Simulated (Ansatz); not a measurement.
What does this script print? It uses Ansatz 0.2.0 through its Python package.

`run_deck.py`:
```python
# -*- coding: utf-8 -*-
"""CH6SeSi2 through the session interface."""

import ansatz as az

DECK = """
crystal:
  periodic: [false, false, false]
  atoms:
    - { symbol: C, position_ang: [-1.233, 0.5323, -0.0121] }
    - { symbol: Si, position_ang: [0.4567, 0.5661, -0.7217] }
    - { symbol: Si, position_ang: [0.8536, -1.0947, 0.622] }
    - { symbol: Se, position_ang: [-1.1997, -0.867, 1.3052] }
    - { symbol: H, position_ang: [-1.4967, 1.5414, 0.4482] }
    - { symbol: H, position_ang: [-2.0204, 0.3804, -0.825] }
    - { symbol: H, position_ang: [0.5144, 0.1656, -2.1298] }
    - { symbol: H, position_ang: [1.2415, 1.8042, -0.372] }
    - { symbol: H, position_ang: [1.1261, -2.3449, -0.0321] }
    - { symbol: H, position_ang: [1.8407, -0.7346, 1.7202] }
basis:
  gaussian: { orbitals: def2-SVP }
hamiltonian:
  xc: { name: BHLYP }
"""

session = az.Session.from_yaml(DECK)
r = session.plan(threads=1).execute().report

for key in ("converged", "free_energy_ev", "reference_energy_ev", "n_frozen", "n_occupied", "n_virtual"):
    print(f"{key:22s} {r[key]}")
symbols = ["C", "Si", "Si", "Se", "H", "H", "H", "H", "H", "H"]
```

```console
$ python run_deck.py
converged              True
free_energy_ev         -82224.20099483346
reference_energy_ev    -82224.20099483346
n_frozen               0
n_occupied             [37, 37]
n_virtual              [75, 75]
```

Notes:
- Total energies depend on the basis set; only differences at equal settings carry meaning.
- The geometry is a force-field or estimated start, not a minimum of this method, and the basis set is short of its limit.
- The whole script took 5.3 s on 1 thread of Arm Neoverse V2, on a shared host, peak memory 0.3 GiB.
